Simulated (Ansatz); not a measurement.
MoS2, space group P-3m1, a single point

With Ansatz 0.2.0 through its Python package.

Run as a notebook:

**Cell 1**
```python
from pathlib import Path

import ansatz as az
import matplotlib.pyplot as plt
import numpy as np
```

**Cell 2**
```python
SETTINGS = {
    "filling": "cold",
    "kmesh": (9, 9, 4),
    "functional": "r2SCAN",
}
```

**Cell 3**
```python
cell = (
    az.Lattice.from_parameters(3.227465, 3.227465, 6.312473, alpha=90, beta=90, gamma=120)
    .space_group(164)
    .atom("Mo", (0.0, 0.0, 0.5))
    .atom("S", (1 / 3, 2 / 3, 0.255319))
)
```

**Cell 4**
```python
# the calculation
base = (
    cell.calculation()
    .occupations(SETTINGS["filling"], width=100 * az.meV)
    .kpoints(mesh=SETTINGS["kmesh"], center="gamma")
    .functional(SETTINGS["functional"])
    .basis(20 * az.Ha)
    .density_of_states(energy_step=0.1, projected=True)
    .density()
    .potential()
    .electron_localization_function()
    .output_files(volumetric_format="npy")
)
result = base.run(threads=1)
rep = result.report

rep["converged"], rep["free_energy_ev"]
```
Output:
```text
(True, -6781.278257060853)
```

**Cell 5**
```python
result.lattice.cell_ang
```
Output:
```text
array([[ 3.22746500e+00,  0.00000000e+00,  0.00000000e+00],
       [-1.61373250e+00,  2.79506668e+00,  0.00000000e+00],
       [ 3.86527493e-16,  6.69485256e-16,  6.31247300e+00]])
```

**Cell 6**
```python
rep["kweights"]
```
Output:
```text
[0.0030864197530864196, 0.006172839506172839, 0.0030864197530864196, 0.018518518518518517,
 0.018518518518518517, 0.018518518518518517, 0.018518518518518517, 0.018518518518518517,
 0.018518518518518517, 0.018518518518518517, 0.018518518518518517, 0.018518518518518517,
 0.018518518518518517, 0.018518518518518517, 0.018518518518518517, 0.018518518518518517,
 0.018518518518518517, 0.018518518518518517, 0.018518518518518517, 0.018518518518518517,
 0.037037037037037035, 0.018518518518518517, 0.037037037037037035, 0.037037037037037035,
 0.037037037037037035, 0.037037037037037035, 0.037037037037037035, 0.037037037037037035,
 0.037037037037037035, 0.037037037037037035, 0.018518518518518517, 0.037037037037037035,
 0.018518518518518517, 0.018518518518518517, 0.037037037037037035, 0.018518518518518517,
 0.037037037037037035, 0.037037037037037035, 0.037037037037037035, 0.037037037037037035,
 0.006172839506172839, 0.012345679012345678, 0.006172839506172839]
```

**Cell 7**
```python
print(f"free energy      {rep['free_energy_ev']:.5f} eV")
print(f"per atom         {rep['free_energy_ev'] / len(result.lattice.sites):.5f} eV")
print(f"SCF iterations   {rep['n_iterations']}  (converged: {rep['converged']})")
```
Output:
```text
free energy      -6781.27826 eV
per atom         -2260.42609 eV
SCF iterations   7  (converged: True)
```

**Cell 8**
```python
lines = ["| quantity | value |", "|---|---|"]
lines.append(f"| free energy per atom | {rep['free_energy_ev'] / len(result.lattice.sites):.4f} eV |")
lines.append(f"| Fermi level | {rep['fermi_energy_ev']:.3f} eV |")
lines.append(f"| volume per atom | {rep['setup']['cell_volume_ang3'] / len(result.lattice.sites):.3f} A^3 |")
lines.append(f"| valence electrons | {rep['n_electrons']:g} |")
Path("summary.md").write_text("\n".join(lines) + "\n")
```
Output:
```text
160
```

**Cell 9**
```python
dos = result.density_of_states()
energy = np.asarray(dos.energies_ev) - dos.fermi_ev
projected = result.projected_density_of_states()
fig, ax = plt.subplots(figsize=(5, 3.4))
for name in sorted({site.species for site in projected.sites}):
    curve = sum(np.sum(part.g_bin_mean_per_ev, axis=0) for site in projected.sites if site.species == name for shell in site.shells for part in shell.curves)
    ax.plot(energy, curve, label=name)
    window = (energy > -4) & (energy <= 0)
    print(f"{name}: {curve[window].sum() * (energy[1] - energy[0]):.3f} projected states in the 4 eV under E_F")
ax.set(xlim=(-8, 6), xlabel="E - E_F (eV)", ylabel="states/eV")
ax.legend()
fig.savefig("pdos.png", dpi=100)
```
Output:
```text
Mo: 2.209 projected states in the 4 eV under E_F
S: 3.911 projected states in the 4 eV under E_F
```

**Cell 10**
```python
print(base.to_yaml())
```
Output:
```text
crystal:
  lattice:
    a: 3.227465
    b: 3.227465
    c: 6.312473
    alpha: 90.0
    beta: 90.0
    gamma: 120.0
  space_group: 164
  atoms:
    - { symbol: Mo, position: [0.0, 0.0, 0.5] }
    - { symbol: S, position: [0.3333333333333333, 0.6666666666666666, 0.255319] }
basis:
  ecutwfc: 544.22772491976
kpoints:
  mp_grid:
    grid: [9, 9, 4]
    shift: [0.0, 0.0, 0.0]
hamiltonian:
  xc: r2scan
scf:
  occupations:
    method: cold
    width: 0.1
output:
  write_density: true
  write_potential: true
  volumetric_format: npy
  elf: true
  dos:
    de: 0.1
    projected: true
```

**Cell 11**
```python
folder = Path(result.write_results("fields"))
print("densities in e/A^3, potentials in eV, ELF without unit")
for name in sorted(p.name for p in folder.glob("*.npy")):
    field = np.load(folder / name)
    print(f"{name:16s} {str(field.shape):16s} min {field.min():10.4f}  mean {field.mean():10.4f}  max {field.max():10.4f}")
```
Output:
```text
densities in e/A^3, potentials in eV, ELF without unit
elf.npy          (25, 25, 50)     min     0.0027  mean     0.3833  max     0.9457
rho.npy          (25, 25, 50)     min     0.0106  mean     0.4566  max     6.5131
v_es.npy         (25, 25, 50)     min   -85.3656  mean     4.5668  max    15.0147
v_tot.npy        (25, 25, 50)     min  -110.8791  mean    -6.5965  max    12.0437
```

`summary.md`, as written:
```text
| quantity | value |
|---|---|
| free energy per atom | -2260.4261 eV |
| Fermi level | 10.042 eV |
| volume per atom | 18.982 A^3 |
| valence electrons | 26 |
```

Reading the output:
- Total energies depend on the potentials; only differences at equal settings carry meaning.
- The run is spin-unpolarised.
- For a metal this k-point mesh is coarse: on a finer one energies can move by several to tens of meV an atom and pressures by half a GPa or more, differences at one mesh by less.
- Projections exist only for the shells that the potentials hold, some of them semicore, and samples at single energies can miss narrow peaks.
- The fields are valence quantities on the plane-wave grid; their values near the nuclei depend on the potentials.
- This cell is a computed structure, which may not be the phase found in nature.
- The computed bands are complete only to about 3.0 eV above the Fermi level; beyond that the density of states is undercounted.
- Run time: 8.5 s on 1 thread of Arm Neoverse V1, on a shared host, peak memory 0.53 GiB.

(Lines on the test bed's own set-up are left out of the output.)
